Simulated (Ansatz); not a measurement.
# NbSiCl: what a guessed cell relaxes into

The task: take a trial cell of NbSiCl to zero force and stress.

Computed with Ansatz 0.2.0 (DFT PBE, scalar-relativistic, plane waves, PAW, unless a step's input says otherwise).

1 further run of the same task is left out (set aside as unsound or not needed).

**1. The system as given**

The structure is tetragonal, space group P4/nmm (No. 129). Conventional cell: a = 3.725 Å, b = 3.725 Å, c = 7.886 Å, α = 90.00°, β = 90.00°, γ = 90.00°. Nb (site symmetry 4mm) has 5 Si at 2.53 to 2.64 Å as nearest neighbours. Around Si (site symmetry 4mm) lie 1 Cl at 1.94 Å and 5 Nb at 2.53 to 2.64 Å. Cl (site symmetry 4mm) has 1 Si at 1.94 Å as nearest neighbours.

As a file:

```cif
data_structure
_symmetry_space_group_name_H-M 'P 1'
_symmetry_Int_Tables_number 1
_cell_length_a 3.7248
_cell_length_b 3.7248
_cell_length_c 7.8857
_cell_angle_alpha 90.000
_cell_angle_beta 90.000
_cell_angle_gamma 90.000
_cell_volume 109.41
loop_
_atom_site_label
_atom_site_type_symbol
_atom_site_fract_x
_atom_site_fract_y
_atom_site_fract_z
_atom_site_occupancy
Nb1 Nb 0.00000 0.50000 0.65030 1
Nb2 Nb 0.50000 0.00000 0.34970 1
Si1 Si 0.00000 0.50000 0.33000 1
Si2 Si 0.50000 0.00000 0.67000 1
Cl1 Cl 0.00000 0.50000 0.08390 1
Cl2 Cl 0.50000 0.00000 0.91610 1
```

The cell is invented: species swapped into a database cell of CaGaN (P4/nmm, No. 129), with Nb on the Ca sites, Cl on the Ga sites and Si on the N sites. The dimensions are guesses.

**2. A first look at the guess**

input.yaml reads:

```yaml
crystal:
  lattice:
    - [3.72480337, 0.0, 0.0]
    - [0.0, 3.72480337, 0.0]
    - [0.0, 0.0, 7.88573241]
  atoms:
    - { symbol: Nb, position: [0.0, 0.5, 0.65030003] }
    - { symbol: Nb, position: [0.5, 0.0, 0.34969997] }
    - { symbol: Si, position: [0.0, 0.5, 0.33000001] }
    - { symbol: Si, position: [0.5, 0.0, 0.66999999] }
    - { symbol: Cl, position: [0.0, 0.5, 0.0839] }
    - { symbol: Cl, position: [0.5, 0.0, 0.9161] }
basis:
  ecutwfc: 420
kpoints:
  mp_grid: { grid: [6, 6, 2] }
hamiltonian:
  xc: pbe
scf:
  occupations: { method: gaussian, width: 0.1 }
  lower_state_search: "off"
output:
  forces: true
  stress: true
  eigenvalues: true
```

Started as:

```
> ansatz run input.yaml --threads 1 --pin off --max-ram 2048MiB --backend cpu --events-out ev --progress --plain --runs-dir out
```

Further runs follow: a loose first relaxation; final relaxation.

Before running it: what results should come out? Wanted: conventional cell; volume; energy over the elements; gap on the mesh.

**Answer**, as computed:

| quantity | value |
| --- | --- |
| symmetry at the end (tolerance 0.05 Å) | space group P4/nmm (No. 129) |
| conventional cell | a = 3.381 Å, b = 3.381 Å, c = 11.710 Å, α = 90.00°, β = 90.00°, γ = 90.00° |
| volume | 22.32 Å³/atom |
| energy over the elements (uncorrected; H, N, O, F and Cl as molecules) | -0.44 eV/atom |
| gap on the mesh | none (metal) |

What this shows: The space group P4/nmm (No. 129) is kept, and the volume per atom grows by 22.4 % from the first guess. It lies below the elements, which doesn't yet make it stable: competing phases were not computed in this session. No finished test with a distortion of lower symmetry is shown, so the end may be a saddle point. Layers here are held mostly by dispersion, which this level lacks, so their spacing and the stiffness across them are unreliable there. Other magnetic orders were not searched.
